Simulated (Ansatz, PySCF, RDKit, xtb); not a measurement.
# C5H9BSi: ranking a sample of isomers

A sample of isomers of C5H9BSi is drawn. Aim: find which of them has the lowest free energy at 298.15 K, then its properties. The sample is small against all isomers, and the most stable one of this formula need not be in it.

Plan: many cheap relaxations first (GFN2-xTB), then density-functional screening, relaxation at PBE0-D3(BJ)/def2-SVP, vibrations (at GFN2-xTB) and a final energy. The numbers are computed, not measured.

## Step 1: Drawing up candidates

Isomers were taken from a list of plausible structures; this is a sample, not all of them. That gives 8 candidates.

| label | SMILES | spin |
| --- | --- | --- |
| c033 | B/C=C1/C=C[Si@@H]1C | singlet |
| c052 | C#CC[SiH2]BC=C | singlet |
| c286 | C#C[C@@H]1CCB[SiH2]1 | singlet |
| c361 | BC1=CC=CC[SiH2]1 | singlet |
| c570 | C#C[C@@H]1BCC[SiH2]1 | singlet |
| c737 | B/C=C/[SiH2]CC#C | singlet |
| c865 | C=CBCC#C[SiH3] | singlet |
| c947 | C#C[SiH2]BC1CC1 | singlet |

Candidates are built by distance geometry, with a force field where one applies, in up to four conformers (letters a to d).

Q: Predict the outcome of this search (final energies at CCSD(T)/def2-SVP + MP2/def2-TZVPP - MP2/def2-SVP).

| quantity | value |
| --- | --- |
| lowest structure found | BC1=CC=CC[SiH2]1, singlet |
| next finalist | B/C=C1/C=C[Si@@H]1C, singlet, 11.0 kcal/mol higher in G |
| share at equilibrium, among the finalists | 100.0 % |
| dipole moment (PBE0/def2-SVPD) | 2.78 D |
| HOMO energy (PBE0/def2-SVPD) | -7.00 eV |
| LUMO energy (PBE0/def2-SVPD) | -2.47 eV |
| HOMO–LUMO gap (PBE0/def2-SVPD) | 4.53 eV |
| lowest excitation (TD-PBE0/def2-SVPD) | 3.85 eV (f = 0.160) |
| lowest triplet excitation, same level, Tamm-Dancoff | 2.34 eV |
| vertical ionisation energy | 8.72 eV |
| vertical electron affinity | 0.89 eV |
| vertical triplet less singlet | +2.39 eV |

The search ends on `BC1=CC=CC[SiH2]1`. Among the finalists first place is clear (11.0 kcal/mol); structures outside the list aren't covered. GFN2-xTB, HF/STO-3G, r2SCAN-D4/def2-SVP, PBE0-D3(BJ)/def2-SVP, HF/def2-SVP and MP2/def2-SVP already put its bonding pattern lowest among the structures in one piece. The search is not exhaustive (a finite list of starts, one conformer a finalist), so a lower isomer can't be ruled out. Only 8 drawn patterns were tried, so whole families of isomers are missing, and the result ranks this sample alone.
